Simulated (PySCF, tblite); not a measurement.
# C₆H₈F₃OP: geometry, infrared bands and NMR shifts

Aim: predict the infrared bands and NMR shifts of C₆H₈F₃OP (`C[P@]1(=O)C=C(C(F)(F)F)CC1`).

Computed with tblite 0.8.0 and PySCF 2.14.0, with density-fitted response routines of our own, on a single molecule in the gas phase. Atoms are numbered from 0 throughout.

### Step 1. The starting structure

19 atoms, charge 0, multiplicity 1; geometry from: force field or distance geometry start.

Bonds of the start (Å): C0–P1 1.79, P1–O2 1.52, P1–C3 1.74, C3–C4 1.34, C4–C5 1.50, C5–F6 1.35, C5–F7 1.35, C5–F8 1.35, C4–C9 1.51, C9–C10 1.53, C10–P1 1.81, C0–H11 1.09, C0–H12 1.09, C0–H13 1.10, C3–H14 1.08, C9–H15 1.09, C9–H16 1.09, C10–H17 1.10, C10–H18 1.10.

### Step 2. Relaxing the molecule with GFN2-xTB

Job settings and geometry (Å):

```
{"job": {"kind": "relax", "xc": "GFN2-xTB", "basis": "xTB"}, "charge": 0, "multiplicity": 1}
C      2.467200    -0.166800    -0.137200
P      1.154600    -0.418800     1.050300
O      1.676500    -0.848100     2.409600
C     -0.123800    -1.208100     0.167600
C     -1.049400    -0.358300    -0.291500
C     -2.260300    -0.694600    -1.109600
F     -2.353500    -2.018400    -1.365000
F     -2.228000    -0.055800    -2.301000
F     -3.390000    -0.323400    -0.476600
C     -0.797300     1.096300     0.019200
C      0.265100     1.152300     1.121000
H      2.944900    -1.114800    -0.375500
H      3.207500     0.518700     0.278400
H      2.078500     0.269500    -1.066500
H     -0.176900    -2.278900     0.031300
H     -0.429300     1.602400    -0.874400
H     -1.702600     1.611800     0.347300
H     -0.226200     1.226600     2.098500
H      0.933000     2.017600     1.014100
```

On the command line:

```sh
> OMP_NUM_THREADS=1 python probes_run.py task.json out
```

This one command runs all jobs of the session in turn.

**Question.** This job is followed by: GFN2-xTB harmonic vibrations, gas phase; GIAO PBE0/pcSseg-1 NMR shielding, non-relativistic, gas phase. What will the session give for the following? strongest single infrared mode (GFN2-xTB); zero-point energy (GFN2-xTB); 13C shifts against TMS (PBE0/pcSseg-1); 1H shifts against TMS (PBE0/pcSseg-1, means over atoms taken as alike); 31P shifts against H3PO4 (PBE0/pcSseg-1); 17O shifts against H2O (PBE0/pcSseg-1); 19F shifts against CFCl3 (PBE0/pcSseg-1, means over atoms taken as alike); surface potential, 1st and 99th percentile.

**Answer**, as computed:

```
                                                                 quantity                                      value
                                strongest single infrared mode (GFN2-xTB)                      1033 cm⁻¹, 295 km/mol
                                             zero-point energy (GFN2-xTB)                              82.6 kcal/mol
                                   13C shifts against TMS (PBE0/pcSseg-1)  153.1, 141.8, 131.4, 32.5, 28.5, 19.4 ppm
   1H shifts against TMS (PBE0/pcSseg-1, means over atoms taken as alike)     6.96, 2.78, 2.35, 2.14, 2.00, 1.45 ppm
                                 31P shifts against H3PO4 (PBE0/pcSseg-1)                                   37.4 ppm
                                   17O shifts against H2O (PBE0/pcSseg-1)                                  125.9 ppm
19F shifts against CFCl3 (PBE0/pcSseg-1, means over atoms taken as alike)                                  -85.9 ppm
                                    surface potential, 1st and 99th percentile                         -2.14 V and 1.33 V
```

The optimisation took 46 steps and gained 0.315 eV; among the close pairs (by a distance rule), P1–C3 changed most, from 1.743 to 1.825 Å. No mode is imaginary among the 51: a minimum at this level. The strongest single mode, at 1033 cm⁻¹, moves mainly C5. Unscaled tight-binding wavenumbers are off by several per cent, some by more. Its intensities can rank the bands wrongly. H14 (hydrogen on an alkene CH) lies farthest downfield among hydrogen, at 6.96 ppm; attached to an sp2 carbon and in the plane of the double bond. At PBE0/pcSseg-1: The largest span, 280 ppm, is at P1, where the paramagnetic term is -682 ppm. At PBE0/pcSseg-1, counted by nearest atom on the grid, the HOMO lies on O2 62 %; C10 12 %, the LUMO on C3, C4 about 31 % each; H14 7 %.
